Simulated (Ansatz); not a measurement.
# Si₂GeH+ (triplet): wave-function methods side by side, cc-pVDZ

One table from this session's results is given with a row withheld; the runs are named, their logs left out.

Computed with Ansatz 0.2.0, Gaussian basis. Level: cc-pVDZ, core rule «outside noble gas», up to 24 orbitals frozen.

To be run: UHF; CCSD(T) on ROHF; CCSD(T) on UHF; BCCD(T) on ROHF; CISD as a restricted active space (open shells left free, so some higher excitations enter); CCSDT(Q) on ROHF; CCSDT(Q) on UHF.

23 further runs of the same task are left out: 9 that didn't finish, 14 set aside as unsound or not needed. Runs told in other sessions of the task aren't counted.

## What is computed

The geometry is a PBE0/def2-TZVP stationary point (not a proven minimum) of the parent state, kept for this charge and spin. No spin-orbit coupling is included. The filled d shell of Ge may be among the frozen orbitals whatever the setting's name suggests.

4 atoms, charge 1, spin multiplicity 3.

Atoms are counted from 1 here; the program's logs count them from 0.

Bond lengths: Ge1–Si2 2.310 Å, Si2–Si3 2.169 Å, Si3–H4 1.646 Å. Angles: Ge1–Si2–Si3 164.5°, Si2–Si3–H4 53.2°.

Geometry (Å):

```
Ge   -0.00032   -0.22834    2.49992
Si    0.00002   -0.51939    0.20878
Si   -0.00045   -0.20708   -1.93764
H     0.00075    0.95482   -0.77105
```

Set-up of the first run:

in.yaml reads:

```yaml
crystal:
  periodic: [false, false, false]
  atoms:
    - {symbol: Ge, position_ang: [-0.000322, -0.228344, 2.499916]}
    - {symbol: Si, position_ang: [0.000023, -0.519392, 0.208777]}
    - {symbol: Si, position_ang: [-0.000451, -0.207085, -1.937642]}
    - {symbol: H, position_ang: [0.000751, 0.954822, -0.771052]}
basis:
  gaussian: {orbitals: cc-pVDZ}
total_charge: 1
magnetization: {spin_polarized: true, initial_magnetization: 2}
hamiltonian: {xc: hf}
output: {orbitals: {seedname: orbitals}}
```

On the command line:

```console
ansatz run in.yaml --threads 1 --pin off --events-out ev --progress --plain --max-ram 2393MiB
```

Steps of the session up to this table: UHF; CCSD(T) on ROHF; CCSD(T) on UHF; BCCD(T) on ROHF; CISD as a restricted active space (open shells left free, so some higher excitations enter); CCSDT(Q) on ROHF; CCSDT(Q) on UHF.

One table of the session follows, with a row left open; its other results are not shown here.

It belongs to the step «Misses and costs». 

```
   method  from RCCSDT(Q) (kcal/mol)
     ROHF                    +166.76
      UHF                    +163.42
     RMP2                     +38.22
     UMP2                     +39.15
     CISD                          ?
    RCCSD                      +9.41
    UCCSD                      +9.27
 RCCSD(T)                      +2.01
 UCCSD(T)                      +2.00
  BCCD(T)                      +1.96
   RCCSDT                      +0.59
   UCCSDT                      +0.54
RCCSDT(Q)                          0
UCCSDT(Q)                      -0.08
```

Q: Estimate the row for CISD from the others.

**Answer.** from RCCSDT(Q) (kcal/mol): +27.42. In the column «from RCCSDT(Q) (kcal/mol)» it lies between RCCSD (+9.41) and RMP2 (+38.22).

Limits of these values: Restricted and unrestricted rows rest on different reference determinants; a gap between their highest levels can come from leftover correlation error, from unlike frozen cores or from another state.
